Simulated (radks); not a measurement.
# Nuclear size and the levels of Si¹⁰⁺

Aim: how the total energy, the levels and the density at the nucleus of Si¹⁰⁺ respond when the nuclear radius is scaled.

Method: Dirac Kohn-Sham, LDA (Slater exchange, Perdew-Wang correlation), spin-unpolarised, spherical densities, finite nucleus. Code: radks (a radial shooting solver on a logarithmic mesh, Libxc functionals) version 1.

**1. Starting point**

| Quantity | Value |
| --- | --- |
| element | silicon (Z = 14) |
| charge | +10 |
| electrons | 4 |
| configuration | [He] 2s2 |
| nuclear rms radius | 3.1224 fm |

Outer shells as boxes (Hund's rule):

Si¹⁰⁺
```
[He] core
2s [↑↓]
```

In the logs a row gives level, spin channel, occupation and eigenvalue; Etot, Ekin, Encl (electron-nucleus), Eh (Hartree) and Exc are energies, all in hartree; err is the last residual, it the number of iterations.

**2. rms radius 3.1224 fm**

Input:

```text
Z 14
configuration [He] 2s2 2p0 3s0
relativity Dirac
functional lda,pw
spin unpolarised
j_filling energy
nucleus finite rms 3.1224 fm
c 137.035999084
```

Output:

```text
1s1/2   1   2.0000         -81.03370748
2s1/2   1   2.0000         -16.64608055
2p1/2   1   0.0000         -15.66390346
2p3/2   1   0.0000         -15.62398843
3s1/2   1   0.0000          -6.66490478
Etot -223.41924933649292
Ekin 224.33067302959677
Encl -469.1268858796238
Eh 31.268049617038017
Exc -9.891086103503898
err 3.088814056727439e-11
it 13
```

2s1/2 is the highest filled level (-452.96 eV).

From the orbitals of this run (lengths in bohr):

| level | occupation | energy (eV) | <r> | outermost maximum (interpolated) | 90 % within | nodes |
| --- | --- | --- | --- | --- | --- | --- |
| 1s1/2 | 2 | -2205.0 | 0.1108 | 0.0727 | 0.198 | 0 |
| 2s1/2 | 2 | -452.96 | 0.4801 | 0.411 | 0.735 | 1 |
| 2p1/2 | 0 | -426.24 | 0.4173 | 0.329 | 0.673 | 0 |
| 2p3/2 | 0 | -425.15 | 0.4186 | 0.331 | 0.675 | 0 |
| 3s1/2 | 0 | -181.36 | 1.142 | 1.09 | 1.65 | 2 |

Radial density 4πr²ρ:

| r (bohr) | 4πr²ρ (e/bohr) |
| --- | --- |
| 0.00434 | 0.3927 |
| 0.00584 | 0.6786 |
| 0.00779 | 1.140 |
| 0.0104 | 1.879 |
| 0.0140 | 3.063 |
| 0.0186 | 4.767 |
| 0.0250 | 7.176 |
| 0.0334 | 10.07 |
| 0.0446 | 13.06 |
| 0.0599 | 15.28 |
| 0.0799 | 15.43 |
| 0.107 | 12.88 |
| 0.143 | 8.319 |
| 0.191 | 4.511 |
| 0.257 | 3.459 |
| 0.343 | 4.442 |
| 0.457 | 4.543 |
| 0.614 | 2.672 |
| 0.819 | 0.8073 |
| 1.09 | 0.1046 |
| 1.47 | 0.004082 |

**3. rms radius 2.5198 fm**

Settings, as their differences from step 2:

```diff
@@ -6,3 +6,3 @@
 j_filling energy
-nucleus finite rms 3.1224 fm
+nucleus finite rms 2.5198 fm
 c 137.035999084
```

Output:

```text
1s1/2   1   2.0000         -81.03373562
2s1/2   1   2.0000         -16.64608328
2p1/2   1   0.0000         -15.66390293
2p3/2   1   0.0000         -15.62398790
3s1/2   1   0.0000          -6.66490547
Etot -223.41931884534597
Ekin 224.3308912145474
Encl -469.1271792335302
Eh 31.268058437025537
Exc -9.891089263388668
err 3.089492485329903e-11
it 13
```

Energy against step 2 (rms radius 3.1224 fm): -0.002 eV. The top filled level is 2s1/2, -452.96 eV.

**4. rms radius 2.9694 fm**

Settings, as their differences from step 3:

```diff
@@ -6,3 +6,3 @@
 j_filling energy
-nucleus finite rms 2.5198 fm
+nucleus finite rms 2.9694 fm
 c 137.035999084
```

Output:

```text
1s1/2   1   2.0000         -81.03371518
2s1/2   1   2.0000         -16.64608130
2p1/2   1   0.0000         -15.66390331
2p3/2   1   0.0000         -15.62398829
3s1/2   1   0.0000          -6.66490497
Etot -223.41926836060372
Ekin 224.3307327121575
Encl -469.12696613542727
Eh 31.268052031008597
Exc -9.891086968342552
err 3.0880450315218565e-11
it 13
```

Energy against step 2 (rms radius 3.1224 fm): -0.001 eV. The top filled level is 2s1/2, -452.96 eV.

**5. rms radius 3.3628 fm**

Settings, as their differences from step 4:

```diff
@@ -6,3 +6,3 @@
 j_filling energy
-nucleus finite rms 2.9694 fm
+nucleus finite rms 3.3628 fm
 c 137.035999084
```

Output:

```text
1s1/2   1   2.0000         -81.03369460
2s1/2   1   2.0000         -16.64607931
2p1/2   1   0.0000         -15.66390370
2p3/2   1   0.0000         -15.62398867
3s1/2   1   0.0000          -6.66490446
Etot -223.41921754446204
Ekin 224.33057333796617
Encl -469.1267518071402
Eh 31.268045582946996
Exc -9.891084658235023
err 3.0891734148024864e-11
it 13
```

Energy against step 2 (rms radius 3.1224 fm): +0.001 eV. 2s1/2 is the highest filled level (-452.96 eV).

**6. rms radius 3.6751 fm**

Settings, as their differences from step 5:

```diff
@@ -6,3 +6,3 @@
 j_filling energy
-nucleus finite rms 3.3628 fm
+nucleus finite rms 3.6751 fm
 c 137.035999084
```

Output:

```text
1s1/2   1   2.0000         -81.03367648
2s1/2   1   2.0000         -16.64607755
2p1/2   1   0.0000         -15.66390404
2p3/2   1   0.0000         -15.62398901
3s1/2   1   0.0000          -6.66490401
Etot -223.4191727744747
Ekin 224.33043303673463
Encl -469.12656309030706
Eh 31.26803990208718
Exc -9.891082622989467
err 3.0888583092444644e-11
it 13
```

Energy against step 2 (rms radius 3.1224 fm): +0.002 eV. 2s1/2 is the highest filled level (-452.96 eV).

**7. Results**

| rms radius (fm) | total energy shift (eV) | density at nucleus (e/bohr³) | 1s1/2 shift (meV) | 2s1/2 shift (meV) |
| --- | --- | --- | --- | --- |
| 2.5198 | -0.00189 | 1959 | -0.766 | -0.0742 |
| 2.9694 | -0.000518 | 1955 | -0.210 | -0.0203 |
| 3.1224 | 0 | 1954 | 0 | 0 |
| 3.3628 | 0.000865 | 1952 | 0.350 | 0.0339 |
| 3.6751 | 0.00208 | 1950 | 0.843 | 0.0817 |

**Reading.** Shifts are against the first run. Over the range the 1s1/2 level moves by 0.00161 eV and the 2s1/2 level by 0.156 meV. A larger nucleus binds the 1s electrons less and lowers the density at its centre. These are shifts of eigenvalues, not the field shifts of spectral lines.
